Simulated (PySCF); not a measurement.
**A gas-phase reaction: AlH3O3 + ClH → AlClH2O2 + H2O**

What reaction energy should one expect for `[OH][Al]([OH])[OH]` + `Cl` → `[OH][Al]([OH])[Cl]` + `O`?

Computed with PySCF 2.14.0; each step states its level. No surroundings beyond the atoms listed, unless a continuum is named. Atoms count from 0, parts from 1.

### 1 The system as given

Each species was relaxed by itself at PBE0-D3(BJ)/def2-SVPD.

### 2 Reaction energy: wB97M-D3(BJ)/def2-TZVPD

Job settings and geometry (Å):

```
{"job": {"kind": "react", "xc": "wB97M-D3(BJ)", "basis": "def2-TZVPD"}, "charge": 0, "multiplicity": 1}
-1 AlH3O3 charge 0 multiplicity 1
O     -1.149820    -0.767720    -0.976960
Al     0.004490     0.011900     0.004150
O      1.488120     0.519940    -0.661500
O     -0.324300     0.285070     1.653170
H     -2.000030    -1.078410    -0.666550
H      1.739190     0.396060    -1.576630
H      0.280220     0.711760     2.260020

-1 ClH charge 0 multiplicity 1
Cl     0.644700     0.001230     0.003420
H     -0.643500     0.000670    -0.002710

+1 AlClH2O2 charge 0 multiplicity 1
O     -0.812270    -1.215540    -0.097880
Al     0.056800     0.243010    -0.199280
O      1.013260     0.786490     1.092260
Cl    -0.015820     1.431560    -1.924250
H     -1.362220    -1.572150    -0.795750
H      1.120350     0.326670     1.925100

+1 H2O charge 0 multiplicity 1
O      0.000140     0.389370     0.004910
H      0.762840    -0.194930    -0.002360
H     -0.762960    -0.194400    -0.002570
```

Method: wB97M-D3(BJ)/def2-TZVPD reaction energy of separated species, gas phase.

Launch:

```console
$ OMP_NUM_THREADS=1 python cluster_run.py task.json out
```

The driver reads the jobs from task.json and runs them one after another.

The log of the run:

```text
species 1 (AlH3O3)
coarse grid: 29312 points
cycle   1  E = -470.0490696630  dE =  2.231e-01  |g| = 1.141e+00  |ddm| = 2.266e+00
cycle   2  E = -470.0054765582  dE =  4.359e-02  |g| = 1.316e+00  |ddm| = 1.738e+00
cycle   3  E = -470.2875695612  dE = -2.821e-01  |g| = 4.392e-02  |ddm| = 8.873e-01
cycle   4  E = -470.2881930858  dE = -6.235e-04  |g| = 1.159e-02  |ddm| = 5.476e-02
cycle   5  E = -470.2882599366  dE = -6.685e-05  |g| = 2.138e-03  |ddm| = 2.040e-02
cycle   6  E = -470.2882636288  dE = -3.692e-06  |g| = 6.073e-04  |ddm| = 4.323e-03
final grid: 61632 points
cycle   7  E = -470.2882613746  dE = -2.693e-07  |g| = 2.893e-04  |ddm| = 2.711e-03
cycle   8  E = -470.2882614079  dE = -3.322e-08  |g| = 2.490e-04  |ddm| = 6.184e-04
cycle   9  E = -470.2882614200  dE = -1.218e-08  |g| = 6.831e-05  |ddm| = 1.640e-04
cycle  10  E = -470.2882614232  dE = -3.209e-09  |g| = 2.216e-05  |ddm| = 1.701e-04
cycle  11  E = -470.2882614235  dE = -2.733e-10  |g| = 5.794e-06  |ddm| = 4.779e-05
converged SCF energy = -470.2882614235

species 2 (ClH)
coarse grid: 8792 points
cycle   1  E = -460.8503333423  dE = -8.165e-02  |g| = 2.169e-01  |ddm| = 7.239e-01
cycle   2  E = -460.8625128098  dE = -1.218e-02  |g| = 1.397e-01  |ddm| = 2.651e-01
cycle   3  E = -460.8670521639  dE = -4.539e-03  |g| = 1.358e-02  |ddm| = 9.818e-02
cycle   4  E = -460.8670932467  dE = -4.108e-05  |g| = 3.364e-03  |ddm| = 9.545e-03
cycle   5  E = -460.8670994951  dE = -6.248e-06  |g| = 8.515e-04  |ddm| = 3.915e-03
final grid: 17120 points
cycle   6  E = -460.8670682579  dE = -3.716e-07  |g| = 3.676e-04  |ddm| = 8.894e-04
cycle   7  E = -460.8670683042  dE = -4.628e-08  |g| = 1.618e-04  |ddm| = 3.981e-04
cycle   8  E = -460.8670683108  dE = -6.576e-09  |g| = 4.221e-05  |ddm| = 1.295e-04
cycle   9  E = -460.8670683121  dE = -1.315e-09  |g| = 3.977e-06  |ddm| = 6.532e-05
cycle  10  E = -460.8670683121  dE = -2.444e-12  |g| = 8.167e-07  |ddm| = 3.314e-06
converged SCF energy = -460.8670683121

species 3 (AlClH2O2)
coarse grid: 27976 points
cycle   1  E = -854.5091245156  dE =  2.347e-01  |g| = 9.738e-01  |ddm| = 2.143e+00
cycle   2  E = -854.4711343037  dE =  3.799e-02  |g| = 1.146e+00  |ddm| = 1.450e+00
cycle   3  E = -854.6882685284  dE = -2.171e-01  |g| = 5.591e-02  |ddm| = 7.458e-01
cycle   4  E = -854.6890858030  dE = -8.173e-04  |g| = 2.430e-02  |ddm| = 7.828e-02
cycle   5  E = -854.6892283235  dE = -1.425e-04  |g| = 5.681e-03  |ddm| = 2.404e-02
cycle   6  E = -854.6892411281  dE = -1.280e-05  |g| = 1.546e-03  |ddm| = 9.310e-03
cycle   7  E = -854.6892419579  dE = -8.298e-07  |g| = 1.113e-03  |ddm| = 2.111e-03
final grid: 56800 points
cycle   8  E = -854.6892631417  dE = -7.808e-08  |g| = 1.329e-03  |ddm| = 3.010e-03
cycle   9  E = -854.6892630183  dE =  1.234e-07  |g| = 1.622e-03  |ddm| = 1.689e-03
cycle  10  E = -854.6892634351  dE = -4.168e-07  |g| = 3.280e-05  |ddm| = 8.610e-04
cycle  11  E = -854.6892634364  dE = -1.307e-09  |g| = 7.615e-06  |ddm| = 1.174e-04
cycle  12  E = -854.6892634364  dE = -3.342e-11  |g| = 3.483e-06  |ddm| = 1.341e-05
converged SCF energy = -854.6892634364

species 4 (H2O)
coarse grid: 10128 points
cycle   1  E = -76.4117499296  dE = -7.454e-02  |g| = 5.872e-01  |ddm| = 8.994e-01
cycle   2  E = -76.4087427025  dE =  3.007e-03  |g| = 6.461e-01  |ddm| = 5.038e-01
cycle   3  E = -76.4759334718  dE = -6.719e-02  |g| = 2.731e-02  |ddm| = 2.374e-01
cycle   4  E = -76.4760586748  dE = -1.252e-04  |g| = 5.497e-03  |ddm| = 1.609e-02
cycle   5  E = -76.4760673516  dE = -8.677e-06  |g| = 8.214e-04  |ddm| = 5.831e-03
final grid: 21952 points
cycle   6  E = -76.4760630108  dE = -1.975e-07  |g| = 5.842e-04  |ddm| = 1.373e-03
cycle   7  E = -76.4760630177  dE = -6.841e-09  |g| = 6.465e-04  |ddm| = 6.469e-04
cycle   8  E = -76.4760630813  dE = -6.362e-08  |g| = 3.199e-05  |ddm| = 2.235e-04
cycle   9  E = -76.4760630821  dE = -8.227e-10  |g| = 4.134e-06  |ddm| = 1.105e-04
converged SCF energy = -76.4760630821

Reaction energy = -6.375 kcal/mol
```

It took 36 s on 1 thread of Arm Neoverse N1, shared host; peak memory 0.64 GiB.

Species by species (with the dispersion term, which the log's SCF energies lack):

| ν | species | energy (Eh) | HOMO (eV) |
| --- | --- | --- | --- |
| -1 | [OH][Al]([OH])[OH] | -470.29257 | -11.67 |
| -1 | Cl | -460.86761 | -11.93 |
| +1 | [OH][Al]([OH])[Cl] | -854.69352 | -11.67 |
| +1 | O | -76.47682 | -11.72 |

### 3 Reaction energy: PBE0-D3(BJ)/def2-TZVPD

The job, as its differences from that of step 2:

```diff
@@ -1,2 +1,2 @@
-{"job": {"kind": "react", "xc": "wB97M-D3(BJ)", "basis": "def2-TZVPD"}, "charge": 0, "multiplicity": 1}
+{"job": {"kind": "react", "xc": "PBE0", "basis": "def2-TZVPD", "disp": "d3bj"}, "charge": 0, "multiplicity": 1}
 -1 AlH3O3 charge 0 multiplicity 1
```

Method: PBE0-D3(BJ)/def2-TZVPD reaction energy of separated species, gas phase.

The log of the run:

```text
species 1 (AlH3O3)
coarse grid: 6744 points
cycle   1  E = -469.5501139880  dE =  3.656e-01  |g| = 1.285e+00  |ddm| = 2.375e+00
cycle   2  E = -469.0256670856  dE =  5.244e-01  |g| = 2.104e+00  |ddm| = 2.462e+00
cycle   3  E = -469.8410769933  dE = -8.154e-01  |g| = 7.180e-02  |ddm| = 1.635e+00
cycle   4  E = -469.8420973263  dE = -1.020e-03  |g| = 1.519e-02  |ddm| = 6.213e-02
cycle   5  E = -469.8421408435  dE = -4.352e-05  |g| = 2.902e-03  |ddm| = 1.841e-02
cycle   6  E = -469.8421423399  dE = -1.496e-06  |g| = 7.440e-04  |ddm| = 2.477e-03
final grid: 61632 points
cycle   7  E = -469.8422507256  dE = -3.475e-05  |g| = 7.411e-03  |ddm| = 2.876e-02
cycle   8  E = -469.8422385767  dE =  1.215e-05  |g| = 1.119e-02  |ddm| = 1.132e-02
cycle   9  E = -469.8422593489  dE = -2.077e-05  |g| = 3.276e-04  |ddm| = 7.363e-03
cycle  10  E = -469.8422593657  dE = -1.684e-08  |g| = 8.828e-05  |ddm| = 2.504e-04
cycle  11  E = -469.8422593667  dE = -9.679e-10  |g| = 5.188e-05  |ddm| = 8.921e-05
cycle  12  E = -469.8422593672  dE = -4.555e-10  |g| = 8.041e-06  |ddm| = 3.639e-05
converged SCF energy = -469.8422593672

species 2 (ClH)
coarse grid: 2248 points
cycle   1  E = -460.6537843596  dE = -4.644e-02  |g| = 1.882e-01  |ddm| = 7.411e-01
cycle   2  E = -460.6558531531  dE = -2.069e-03  |g| = 1.902e-01  |ddm| = 3.151e-01
cycle   3  E = -460.6653817380  dE = -9.529e-03  |g| = 1.506e-02  |ddm| = 1.513e-01
cycle   4  E = -460.6654037950  dE = -2.206e-05  |g| = 2.693e-03  |ddm| = 7.323e-03
cycle   5  E = -460.6654053429  dE = -1.548e-06  |g| = 1.111e-03  |ddm| = 2.553e-03
final grid: 17120 points
cycle   6  E = -460.6658903668  dE = -4.429e-06  |g| = 2.164e-03  |ddm| = 7.339e-03
cycle   7  E = -460.6658903963  dE = -2.956e-08  |g| = 1.795e-03  |ddm| = 2.512e-03
cycle   8  E = -460.6658910139  dE = -6.176e-07  |g| = 1.533e-04  |ddm| = 1.363e-03
cycle   9  E = -460.6658910208  dE = -6.899e-09  |g| = 2.148e-05  |ddm| = 1.086e-04
cycle  10  E = -460.6658910209  dE = -1.033e-10  |g| = 4.933e-06  |ddm| = 1.682e-05
converged SCF energy = -460.6658910209

species 3 (AlClH2O2)
coarse grid: 6664 points
cycle   1  E = -853.9276743796  dE =  3.306e-01  |g| = 1.081e+00  |ddm| = 2.267e+00
cycle   2  E = -853.5028904583  dE =  4.248e-01  |g| = 1.840e+00  |ddm| = 1.998e+00
cycle   3  E = -854.1353636631  dE = -6.325e-01  |g| = 1.125e-01  |ddm| = 1.347e+00
cycle   4  E = -854.1378854320  dE = -2.522e-03  |g| = 5.257e-02  |ddm| = 1.393e-01
cycle   5  E = -854.1384367582  dE = -5.513e-04  |g| = 7.679e-03  |ddm| = 4.827e-02
cycle   6  E = -854.1384459847  dE = -9.226e-06  |g| = 3.920e-03  |ddm| = 8.773e-03
cycle   7  E = -854.1384487343  dE = -2.750e-06  |g| = 1.291e-03  |ddm| = 2.987e-03
final grid: 56800 points
cycle   8  E = -854.1390296130  dE = -2.697e-05  |g| = 7.137e-03  |ddm| = 2.826e-02
cycle   9  E = -854.1390173995  dE =  1.221e-05  |g| = 1.086e-02  |ddm| = 1.084e-02
cycle  10  E = -854.1390376244  dE = -2.022e-05  |g| = 6.939e-04  |ddm| = 6.940e-03
cycle  11  E = -854.1390376913  dE = -6.684e-08  |g| = 1.784e-04  |ddm| = 6.135e-04
cycle  12  E = -854.1390376977  dE = -6.390e-09  |g| = 5.513e-05  |ddm| = 1.932e-04
cycle  13  E = -854.1390376982  dE = -5.716e-10  |g| = 1.874e-05  |ddm| = 4.357e-05
converged SCF energy = -854.1390376982

species 4 (H2O)
coarse grid: 2328 points
cycle   1  E = -76.3044312824  dE = -5.301e-03  |g| = 6.571e-01  |ddm| = 9.011e-01
cycle   2  E = -76.1882117036  dE =  1.162e-01  |g| = 1.036e+00  |ddm| = 7.256e-01
cycle   3  E = -76.3820309368  dE = -1.938e-01  |g| = 3.132e-02  |ddm| = 4.396e-01
cycle   4  E = -76.3822132395  dE = -1.823e-04  |g| = 5.864e-03  |ddm| = 1.606e-02
cycle   5  E = -76.3822183784  dE = -5.139e-06  |g| = 7.850e-04  |ddm| = 2.507e-03
final grid: 21952 points
cycle   6  E = -76.3808944257  dE = -1.510e-05  |g| = 3.449e-03  |ddm| = 9.317e-03
cycle   7  E = -76.3808924591  dE =  1.967e-06  |g| = 4.753e-03  |ddm| = 3.322e-03
cycle   8  E = -76.3808961769  dE = -3.718e-06  |g| = 2.518e-04  |ddm| = 1.965e-03
cycle   9  E = -76.3808961875  dE = -1.061e-08  |g| = 2.399e-05  |ddm| = 1.101e-04
cycle  10  E = -76.3808961876  dE = -1.121e-10  |g| = 3.293e-06  |ddm| = 1.516e-05
converged SCF energy = -76.3808961876

Reaction energy = -7.666 kcal/mol
```

Wall time 17 s (1 thread of Arm Neoverse N1, shared host); peak memory 0.6 GiB.

Reaction energy at this level: -7.67 kcal/mol.

### 4 Energies of the species: MP2/def2-TZVPD

The job, as its differences from that of step 3:

```diff
@@ -1,2 +1,2 @@
-{"job": {"kind": "react", "xc": "PBE0", "basis": "def2-TZVPD", "disp": "d3bj"}, "charge": 0, "multiplicity": 1}
+{"job": {"kind": "react", "xc": "MP2", "basis": "def2-TZVPD"}, "charge": 0, "multiplicity": 1}
 -1 AlH3O3 charge 0 multiplicity 1
```

Method: MP2/def2-TZVPD reaction energy of separated species, gas phase.

The log of the run:

```text
species 1 (AlH3O3)
final grid: 61632 points
cycle   1  E = -468.4159671607  dE =  2.117e-02  |g| = 8.462e-01  |ddm| = 2.194e+00
cycle   2  E = -468.5036816353  dE = -8.771e-02  |g| = 5.443e-01  |ddm| = 9.921e-01
cycle   3  E = -468.5511458759  dE = -4.746e-02  |g| = 4.576e-02  |ddm| = 3.445e-01
cycle   4  E = -468.5519145770  dE = -7.687e-04  |g| = 9.606e-03  |ddm| = 5.796e-02
cycle   5  E = -468.5519755237  dE = -6.095e-05  |g| = 2.713e-03  |ddm| = 1.764e-02
cycle   6  E = -468.5519815055  dE = -5.982e-06  |g| = 6.905e-04  |ddm| = 5.694e-03
cycle   7  E = -468.5519818705  dE = -3.650e-07  |g| = 1.308e-04  |ddm| = 1.512e-03
cycle   8  E = -468.5519818804  dE = -9.839e-09  |g| = 4.016e-05  |ddm| = 2.238e-04
cycle   9  E = -468.5519818812  dE = -8.625e-10  |g| = 1.665e-05  |ddm| = 7.778e-05
converged SCF energy = -468.5519818812

species 2 (ClH)
final grid: 17120 points
cycle   1  E = -460.0817352363  dE = -1.008e-01  |g| = 2.132e-01  |ddm| = 7.101e-01
cycle   2  E = -460.0969052317  dE = -1.517e-02  |g| = 8.401e-02  |ddm| = 2.053e-01
cycle   3  E = -460.0986385924  dE = -1.733e-03  |g| = 1.826e-02  |ddm| = 5.472e-02
cycle   4  E = -460.0988471579  dE = -2.086e-04  |g| = 6.315e-03  |ddm| = 1.638e-02
cycle   5  E = -460.0988771575  dE = -3.000e-05  |g| = 1.289e-03  |ddm| = 7.398e-03
cycle   6  E = -460.0988783735  dE = -1.216e-06  |g| = 2.807e-04  |ddm| = 1.659e-03
cycle   7  E = -460.0988784268  dE = -5.327e-08  |g| = 4.150e-05  |ddm| = 4.895e-04
cycle   8  E = -460.0988784275  dE = -7.316e-10  |g| = 7.806e-06  |ddm| = 6.177e-05
converged SCF energy = -460.0988784275

species 3 (AlClH2O2)
final grid: 56800 points
cycle   1  E = -852.4923868815  dE =  9.931e-02  |g| = 7.338e-01  |ddm| = 2.097e+00
cycle   2  E = -852.5630504400  dE = -7.066e-02  |g| = 4.756e-01  |ddm| = 8.570e-01
cycle   3  E = -852.5999932285  dE = -3.694e-02  |g| = 4.512e-02  |ddm| = 3.078e-01
cycle   4  E = -852.6007091663  dE = -7.159e-04  |g| = 1.205e-02  |ddm| = 6.237e-02
cycle   5  E = -852.6007718168  dE = -6.265e-05  |g| = 3.615e-03  |ddm| = 1.677e-02
cycle   6  E = -852.6007790018  dE = -7.185e-06  |g| = 1.116e-03  |ddm| = 6.044e-03
cycle   7  E = -852.6007799130  dE = -9.113e-07  |g| = 3.083e-04  |ddm| = 2.206e-03
cycle   8  E = -852.6007799737  dE = -6.068e-08  |g| = 1.263e-04  |ddm| = 6.167e-04
cycle   9  E = -852.6007799787  dE = -4.960e-09  |g| = 3.339e-05  |ddm| = 1.302e-04
cycle  10  E = -852.6007799793  dE = -6.166e-10  |g| = 7.179e-06  |ddm| = 6.224e-05
converged SCF energy = -852.6007799793

species 4 (H2O)
final grid: 21952 points
cycle   1  E = -76.0248946891  dE = -1.467e-01  |g| = 4.364e-01  |ddm| = 8.776e-01
cycle   2  E = -76.0503807264  dE = -2.549e-02  |g| = 2.594e-01  |ddm| = 2.972e-01
cycle   3  E = -76.0608897383  dE = -1.051e-02  |g| = 2.594e-02  |ddm| = 1.025e-01
cycle   4  E = -76.0610470969  dE = -1.574e-04  |g| = 5.694e-03  |ddm| = 1.523e-02
cycle   5  E = -76.0610614644  dE = -1.437e-05  |g| = 1.176e-03  |ddm| = 5.302e-03
cycle   6  E = -76.0610623541  dE = -8.897e-07  |g| = 2.235e-04  |ddm| = 1.658e-03
cycle   7  E = -76.0610623908  dE = -3.670e-08  |g| = 3.304e-05  |ddm| = 3.733e-04
cycle   8  E = -76.0610623915  dE = -6.657e-10  |g| = 4.159e-06  |ddm| = 3.886e-05
converged SCF energy = -76.0610623915

Reaction energy = -6.492 kcal/mol
```

Run time: 8.1 s. Hardware: 1 thread of Arm Neoverse N1, shared host; peak memory 0.49 GiB.

Reaction energy at this level: -6.49 kcal/mol.

### 5 Comparing the runs

Energies in kcal/mol, with wall time:

```
                    run  reaction   time
wB97M-D3(BJ)/def2-TZVPD     -6.37   36 s
 PBE0-D3(BJ)/def2-TZVPD     -7.67   17 s
         MP2/def2-TZVPD     -6.49  8.1 s
```

### 6 Results

| quantity | value |
| --- | --- |
| reaction energy (wB97M-D3(BJ)/def2-TZVPD) | -6.37 kcal/mol |
| ΔH, ΔG at 298 K (xTB thermal terms) | -4.4, -5.9 kcal/mol |
| range of the reaction energy over the runs of this table | -7.67 to -6.37 kcal/mol |

In words: The reaction is exothermic by 4.4 kcal/mol in the gas phase; dispersion gives -0.10, and xTB itself gave -3.62 for the electronic energy (xTB energies and thermal terms come from the earlier relaxation of each species, not shown). No barrier was sought. The reaction energy runs from -7.67 (PBE0-D3(BJ)/def2-TZVPD) to -6.37 kcal/mol (wB97M-D3(BJ)/def2-TZVPD).
